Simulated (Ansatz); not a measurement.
# Si2N: the cost of one run

Method: DFT PBE, scalar-relativistic, plane waves, PAW, in Ansatz 0.2.0.

## 1. The structure to begin with

The structure is tetragonal, space group P4mm (No. 99). The conventional cell has a = 4.325 Å, b = 4.325 Å, c = 4.620 Å, α = 90.00°, β = 90.00°, γ = 90.00°. Si (site symmetry m) has 2 N at 1.67 Å as nearest neighbours. Around N (site symmetry 2mm) lie 4 Si at 1.67 Å.

As a file:

```cif
data_structure
_symmetry_space_group_name_H-M 'P 1'
_symmetry_Int_Tables_number 1
_cell_length_a 4.3255
_cell_length_b 4.3255
_cell_length_c 4.6197
_cell_angle_alpha 90.000
_cell_angle_beta 90.000
_cell_angle_gamma 90.000
_cell_volume 86.43
loop_
_atom_site_label
_atom_site_type_symbol
_atom_site_fract_x
_atom_site_fract_y
_atom_site_fract_z
_atom_site_occupancy
Si1 Si 0.72523 0.72523 0.19546 1
Si2 Si 0.27477 0.27477 0.19546 1
Si3 Si 0.27477 0.72523 0.19546 1
Si4 Si 0.72523 0.27477 0.19546 1
N1 N 0.50000 0.00000 0.05659 1
N2 N 0.00000 0.50000 0.05659 1
```

The cell is invented: random cell by space group and Wyckoff sites (P4mm, No. 99). Lengths come from tabulated atomic sizes and are only a guess.

## 2. The guess as it stands, on a coarse mesh

File input.yaml:

```yaml
crystal:
  lattice:
    - [4.32549875, 0.0, 0.0]
    - [0.0, 4.32549875, 0.0]
    - [0.0, 0.0, 4.61969046]
  atoms:
    - { symbol: Si, position: [0.72522579, 0.72522579, 0.19545592] }
    - { symbol: Si, position: [0.27477421, 0.27477421, 0.19545592] }
    - { symbol: Si, position: [0.27477421, 0.72522579, 0.19545592] }
    - { symbol: Si, position: [0.72522579, 0.27477421, 0.19545592] }
    - { symbol: "N", position: [0.5, 0.0, 0.05659128] }
    - { symbol: "N", position: [0.0, 0.5, 0.05659128] }
basis:
  ecutwfc: 420
kpoints:
  mp_grid: { grid: [4, 4, 4] }
hamiltonian:
  xc: pbe
scf:
  occupations: { method: gaussian, width: 0.1 }
  lower_state_search: "off"
output:
  forces: true
  stress: true
  eigenvalues: true
```

On the command line:

```console
$ ansatz run input.yaml --threads 1 --pin off --max-ram 2048MiB --backend cpu --events-out ev --progress --plain --runs-dir out
```

What time and memory should one allow on 1 thread of Intel Xeon Platinum 8488C (Sapphire Rapids), shared host?

About 3.9 s, with a peak of 0.35 GiB.
